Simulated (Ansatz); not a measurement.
# C₅HF₈GaO₂: one species, many methods

An exercise on one series of results from a longer session: the logs are not shown, and one member is left open.

The runs use Ansatz 0.2.0, Gaussian basis; functionals in def2-TZVPP, the program's frozen cores in correlated methods.

Levels to be run: LDA (SPW92), PBE-D4, revPBE-D4, BLYP-D4, r2SCAN-D4, B97M-V, PBE0-D4, B3LYP-D4, r2SCANh-D4, r2SCAN0-D4, HSE06-D4, BHLYP-D4, CAM-B3LYP-D4, LC-ωPBE, ωB97X-V, ωB97M-V, B2PLYP, PBE-QIDH; CCSD(T)/def2-SVP; CCSD(T)/def2-TZVPP; MP2/def2-QZVPP; extrapolation to the limit; RPA on PBE.

## The relaxed structure

All runs share one geometry, relaxed beforehand with PBE0-D4 in a triple-zeta def2 set.

17 atoms, charge 0, spin multiplicity 1.

Atoms are counted from 1 here; the program's logs count them from 0.

Bond lengths: F1–C2 1.330 Å, C2–F3 1.328 Å, C2–F4 1.328 Å, C2–C5 1.538 Å, C5–C6 1.388 Å, C5–O16 1.261 Å, C6–C7 1.388 Å, C6–H17 1.077 Å, C7–C8 1.538 Å, C7–O12 1.261 Å, C8–F9 1.328 Å, C8–F10 1.330 Å, C8–F11 1.328 Å, O12–Ga13 1.905 Å, Ga13–F14 1.736 Å, Ga13–F15 1.736 Å, Ga13–O16 1.905 Å. Angles: F1–C2–F3 108.4°, F1–C2–F4 108.5°, F1–C2–C5 111.9°, F3–C2–F4 108.8°, F3–C2–C5 109.6°, F4–C2–C5 109.6°, C2–C5–C6 119.4°, C2–C5–O16 112.9°, C6–C5–O16 127.7°, C5–C6–C7 121.7°, C5–C6–H17 119.1°, C7–C6–H17 119.1°, C6–C7–C8 119.4°, C6–C7–O12 127.7°, C8–C7–O12 112.9°, C7–C8–F9 109.6°, C7–C8–F10 111.9°, C7–C8–F11 109.6° and more.

The first run:

File in.yaml:

```yaml
crystal:
  periodic: [false, false, false]
  atoms:
    - {symbol: F, position_ang: [-0.355505, 3.169110, 0.016837]}
    - {symbol: C, position_ang: [-1.337321, 2.308480, -0.237179]}
    - {symbol: F, position_ang: [-2.303631, 2.498844, 0.652973]}
    - {symbol: F, position_ang: [-1.815767, 2.562631, -1.449103]}
    - {symbol: C, position_ang: [-0.853110, 0.850754, -0.169205]}
    - {symbol: C, position_ang: [0.476238, 0.586676, 0.131686]}
    - {symbol: C, position_ang: [0.964804, -0.710824, 0.204481]}
    - {symbol: C, position_ang: [2.447334, -0.942345, 0.539933]}
    - {symbol: F, position_ang: [2.545312, -1.666616, 1.648181]}
    - {symbol: F, position_ang: [3.097874, 0.202708, 0.726486]}
    - {symbol: F, position_ang: [3.031366, -1.600263, -0.454257]}
    - {symbol: O, position_ang: [0.329974, -1.785136, 0.023778]}
    - {symbol: Ga, position_ang: [-1.524176, -1.870989, -0.406673]}
    - {symbol: F, position_ang: [-2.390573, -2.559936, 0.930670]}
    - {symbol: F, position_ang: [-1.708501, -2.472473, -2.024742]}
    - {symbol: O, position_ang: [-1.769927, 0.018520, -0.407286]}
    - {symbol: H, position_ang: [1.146507, 1.410459, 0.313619]}
basis:
  gaussian: {orbitals: def2-TZVPP}
hamiltonian: {xc: lda}
output: {orbitals: {seedname: orbitals}}
```

Command:

```bash
> ansatz run in.yaml --threads 11 --pin off --events-out ev --progress --plain --max-ram 174080MiB --backend cuda --devices 0, --max-vram 75GiB
```

Steps of the session up to this table: LDA; PBE-D4 (GGA); revPBE-D4 (GGA); BLYP-D4 (GGA); r2SCAN-D4 (meta-GGA); B97M-V (meta-GGA); B3LYP-D4 (hybrid); r2SCANh-D4 (hybrid); r2SCAN0-D4 (hybrid); HSE06-D4 (hybrid); BHLYP-D4 (hybrid); CAM-B3LYP-D4 (range-separated); LC-ωPBE (range-separated); ωB97X-V (range-separated); ωB97M-V (range-separated); B2PLYP (double hybrid); PBE-QIDH (double hybrid).

One of the session's tables, all rows but one given; the rest of the session is left out.

It belongs to the step «Frontier levels by functional». 

```
  functional  HOMO (eV)  LUMO (eV)  gap (eV)
 LDA (SPW92)      -8.26      -5.02      3.24
      PBE-D4      -7.96      -4.67      3.28
   revPBE-D4      -7.85      -4.54      3.31
     BLYP-D4      -7.83      -4.55      3.28
   r2SCAN-D4      -8.26      -4.66      3.61
      B97M-V      -8.23      -4.52      3.71
     PBE0-D4          ?          ?         ?
    B3LYP-D4      -8.98      -4.14      4.84
  r2SCANh-D4      -8.72      -4.37      4.34
  r2SCAN0-D4      -9.40      -3.93      5.46
    HSE06-D4      -8.78      -4.31      4.47
    BHLYP-D4     -10.28      -3.01      7.27
CAM-B3LYP-D4     -10.48      -2.88      7.60
     LC-ωPBE     -11.70      -1.78      9.92
     ωB97X-V     -11.37      -1.77      9.60
     ωB97M-V     -11.28      -1.80      9.48
```

Estimate the missing values for PBE0-D4.

The run gave: HOMO (eV): -9.18; LUMO (eV): -3.94; gap (eV): 5.24. In the column «HOMO (eV)» it lies between r2SCAN0-D4 (-9.40) and B3LYP-D4 (-8.98).
